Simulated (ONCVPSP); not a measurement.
# Re: generating and testing an ONCV potential

Task: generate the file, and judge it by its errors in other configurations, its logarithmic derivatives, its ghosts and its cutoff.

Method: ONCVPSP 4.0.1, LDA (Perdew-Wang 92), scalar-relativistic.

## 1. The atom and the settings

Typed settings, in words:

```
element                 : rhenium (Re, Z = 75)
type                    : optimised norm-conserving Vanderbilt (ONCV)
frozen core             : [Kr] 4d10 4f14
valence charge          : 15
reference configuration : 5s2 5p6 5d5 6s2
partial waves           : 5s+6s: rc 1.45 bohr, ncon 3, nbas 6, qcut 7.2 1/bohr, 3 projectors, debl 2.9 Ha; 5p: rc 1.15 bohr, ncon 4, nbas 7, qcut 6.2 1/bohr, 2 projectors, debl 2.7 Ha; 5d: rc 2.05 bohr, ncon 5, nbas 10, qcut 8.8 1/bohr, 3 projectors, debl 3.8 Ha; f scattering state at 0.05 Ha: rc 2.20 bohr, ncon 4, nbas 7, qcut 5.3 1/bohr, 3 projectors, debl 3.4 Ha
local potential         : polynomial inside 1.05 bohr (lpopt 5, dvloc0 6 Ha)
core correction         : Teter function, fcfact 3.25, rcfact 1.15
```

## 2. Generation

Input file Re.dat:

```
# ATOM AND REFERENCE CONFIGURATION
# atsym  z   nc   nv     iexc    psfile
  Re 75.00   10    4  -001012      upf
#
#   n    l    f
    1    0    2.00
    2    0    2.00
    2    1    6.00
    3    0    2.00
    3    1    6.00
    3    2   10.00
    4    0    2.00
    4    1    6.00
    4    2   10.00
    4    3   14.00
    5    0    2.00
    5    1    6.00
    5    2    5.00
    6    0    2.00
#
# PSEUDOPOTENTIAL AND OPTIMIZATION
# lmax
    3
#
#   l,   rc,      ep,       ncon, nbas, qcut
    0    1.45    0.00    3    6    7.20
    1    1.15    0.00    4    7    6.20
    2    2.05    0.00    5   10    8.80
    3    2.20    0.05    4    7    5.30
#
# LOCAL POTENTIAL
# lloc, lpopt,  rc(5),   dvloc0
    4    5    1.05    6.00
#
# VANDERBILT-KLEINMAN-BYLANDER PROJECTORs
# l, nproj, debl
    0    3    2.90
    1    2    2.70
    2    3    3.80
    3    3    3.40
#
# MODEL CORE CHARGE
# icmod, fcfact, rcfact
    3    3.25    1.15
#
# LOG DERIVATIVE ANALYSIS
# epsh1, epsh2, depsh
   -5.00    5.00    0.04
#
# OUTPUT GRID
# rlmax, drl
    6.00    0.01
#
# TEST CONFIGURATIONS
# ncnf
    4
# nvcnf
#   n    l    f
    4
    5    0    2.00
    5    1    6.00
    5    2    5.00
    6    0    1.00
#
    4
    5    0    2.00
    5    1    6.00
    5    2    5.00
    6    0    0.00
#
    4
    5    0    2.00
    5    1    6.00
    5    2    4.00
    6    0    0.00
#
    4
    5    0    1.00
    5    1    6.00
    5    2    5.00
    6    0    2.00
#
```

Launch:

```sh
$ oncvpsp.x < Re.dat > Re.out
```

What does the calculation give? Wanted: cutoffs for 1 and 0.1 mHa per electron, occupied waves; bound ghosts; GHOST(+) flags; largest test error; largest phase difference near zero energy, channels read; rms error of d²Exc/dn², without and with the model core.

**Answer**, as computed:

| quantity | value |
| --- | --- |
| cutoffs for 1 and 0.1 mHa per electron, occupied waves | 95 Ha and 113 Ha |
| bound ghosts | none found |
| GHOST(+) flags | s at 357 eV, s at 376 eV, f at 1247 eV |
| largest test error (AE − PS) | -305 meV, for 5s1 5p6 5d5 6s2 |
| largest phase difference near zero energy, channels read | 0.001 rad |
| rms error of d²Exc/dn², without and with the model core | 7.31 and 3.77 mHa |

What this shows: By total energies transferability is poor: the largest error is 305 meV on 92.1 eV, for 5s1 5p6 5d5 6s2. That test lies far up in energy; among those under 40 eV, nearer to bonding, the largest error is 8.8 meV. The potential is very hard: the looser tolerance needs 95 Ha. At the looser tolerance the 5p wave is the slowest; 5s needs 21 Ha. It is free of bound ghosts as far as tested. Near zero energy the phases of the channels with partial waves agree within 0.001 rad. The program also flags highly localised states, GHOST(+) (s, f). Note that the frozen 4f shell (-43 eV) lies higher than the valence 5s shell (-86 eV). These are tests on the free atom; a crystal test is still owed.
